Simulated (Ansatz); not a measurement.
# ClH2O2Sn: the cost of one run

Computed with Ansatz 0.2.0 through its Python package. Level of theory: PBE/def2-SVPD.

### 1 The structure

Bond lengths: O1–Sn2 1.923 Å, Sn2–O3 1.960 Å, Sn2–Cl4 2.293 Å, O1–H5 1.009 Å, O3–H6 1.024 Å. Angles: O1–Sn2–O3 108.7°, O1–Sn2–Cl4 111.4°, O3–Sn2–Cl4 109.1°, Sn2–O1–H5 106.8°, Sn2–O3–H6 104.6°.

The script holds or builds the structure itself.

### 2 The script

The input, clh2o2sn.py:

```python
"""Electronic structure of the ClH2O2Sn molecule."""

import argparse

import ansatz as az

parser = argparse.ArgumentParser(description="Electronic structure of the ClH2O2Sn molecule.")
parser.add_argument("--basis-set", default="def2-SVPD", help="basis")
parser.add_argument("--functional", required=True, help="exchange-correlation functional")
args = parser.parse_args()

mol = (
    az.Crystal.molecule()
    .atom("O", (-0.3308, 1.4508, -0.6781))
    .atom("Sn", (0.3512, -0.3462, -0.6361))
    .atom("O", (0.8826, -0.7723, 1.2016))
    .atom("Cl", (-1.2269, -1.8573, -1.3305))
    .atom("H", (-1.1408, 1.4688, -0.0774))
    .atom("H", (1.5068, -0.0079, 1.4744))
)

job = mol.calculation().basis(gaussian=args.basis_set).functional(args.functional).spin("collinear", total=1)
outcome = job.run(threads=1, pin="off")
rep = outcome.report

print(f"E = {rep['free_energy_ev']:.6f} eV = {rep['free_energy_ev'] / 27.211386246:.7f} Ha")
print("converged:", rep["converged"], " doubts:", rep["published_state_doubts"] or "none")

state = rep["mean_field"]["state"]
print(f"mean field: {state['energy']['hartree']:.7f} Ha, <S^2> = {abs(state['spin_squared']):.4f}, stability: {state.get('stability', {}).get('kind')}")
```

### 3 The run

Started as:

```sh
python clh2o2sn.py --functional pbe
```

**Question.** How long does this script take on 1 thread of Arm Neoverse V1, shared host, and how much memory does it need?

About 6.4 s, with a peak of 0.24 GiB.
